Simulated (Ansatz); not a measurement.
# AlH₃IN (SMILES [NH2][AlH][I]): a rigid scan of the angle Al2–N1–H4

How does the energy rise as the angle Al2–N1–H4 leaves its equilibrium value, and do density functionals follow CCSD(T)? No other atom is relaxed.

Program: Ansatz 0.2.0, Gaussian basis. Level of theory: single points in def2-TZVPP. These are calculated values, not measurements.

Levels: PBE-D4, r2SCAN-D4, PBE0-D4, B3LYP-D4, wB97M-V, Hartree-Fock, MP2, CCSD, CCSD(T). The scan takes 100.4, 106.4, 112.4, 118.4, 124.4, 130.4, 136.4, 142.4, 148.4°.

Correlated methods freeze the cores. Filled d shells of the heavier atoms are correlated. Core potentials replace the inner electrons past krypton, and spin-orbit coupling is left out. B3LYP uses VWN-RPA correlation.

27 further runs of the same task are left out: 27 set aside as unsound or not needed.

## Step 1: Where the work starts

The minimum, relaxed at PBE0-D4: SMILES `[NH2][AlH][I]`, 6 atoms, charge 0, spin multiplicity 1.

Atoms are counted from 1 here; the program's logs count them from 0.

Bond lengths: N1–Al2 1.757 Å, N1–H4 1.007 Å, N1–H5 1.007 Å, Al2–I3 2.475 Å, Al2–H6 1.572 Å. Angles: Al2–N1–H4 124.4°, Al2–N1–H5 124.9°, H4–N1–H5 110.8°, N1–Al2–I3 117.3°, N1–Al2–H6 121.5°, I3–Al2–H6 121.3°.

Geometry (Å):

```
N    -0.6226    0.2996   -0.7551
Al    0.3981    0.0024    0.6438
I     1.5784   -2.1706    0.7446
H    -1.1500    1.1447   -0.9049
H    -0.7611   -0.3471   -1.5145
H     0.5572    1.0710    1.7861
```

Energies of the minimum (eV), from earlier single points: PBE-D4 -16234.47574, r2SCAN-D4 -16242.03416, PBE0-D4 -16235.96115, B3LYP-D4 -16243.92003, wB97M-V -16238.82754, CCSD(T) -16210.15026.

At the minimum the angle Al2–N1–H4 is 124.4°.

## Step 2: Al2–N1–H4 = 100.4°

The input, ccsdt-tzvpp/in.yaml:

```yaml
crystal:
  periodic: [false, false, false]
  atoms:
    - {symbol: N, position_ang: [-0.622586, 0.299579, -0.755122]}
    - {symbol: Al, position_ang: [0.140921, 0.670703, 0.783117]}
    - {symbol: I, position_ang: [1.629497, -1.051556, 1.754441]}
    - {symbol: H, position_ang: [-1.150040, 1.144678, -0.904922]}
    - {symbol: H, position_ang: [-0.761057, -0.347085, -1.514491]}
    - {symbol: H, position_ang: [-0.109024, 2.039662, 1.514994]}
basis:
  gaussian: {orbitals: def2-TZVPP}
correlation: {method: ccsd_t}
```

The command line of these runs was not kept.

After this run come: Al2–N1–H4 = 106.4°; Al2–N1–H4 = 112.4°; Al2–N1–H4 = 118.4°; Al2–N1–H4 = 124.4°; Al2–N1–H4 = 130.4°; Al2–N1–H4 = 136.4°; Al2–N1–H4 = 142.4°; Al2–N1–H4 = 148.4°.

Q: Predict the outcome of this session. Wanted: highest point, CCSD(T); lowest point, CCSD(T); minimum along the scan, CCSD(T); RMS deviation from CCSD(T); largest T1 diagnostic.

As calculated:

| quantity | value |
| --- | --- |
| highest point, CCSD(T) | 21.6 kJ/mol at 148.4° |
| lowest point, CCSD(T) | 0.0 kJ/mol at 124.4° |
| minimum along the scan, CCSD(T) | 124.5° |
| curvature there | 0.78 meV/deg² |
| RMS deviation from CCSD(T) | PBE-D4 0.3, r2SCAN-D4 0.1, PBE0-D4 0.1, B3LYP-D4 0.5, wB97M-V 0.1, Hartree-Fock 1.9, MP2 0.1, CCSD 0.3 kJ/mol |
| largest T1 diagnostic | 0.009 |

A polynomial through the near points puts the CCSD(T) minimum 0.1° above the PBE0-D4 value. Curvature against CCSD(T): PBE-D4 -3 %, Hartree-Fock +16 %. The curve of wB97M-V lies nearest to CCSD(T), that of Hartree-Fock farthest.
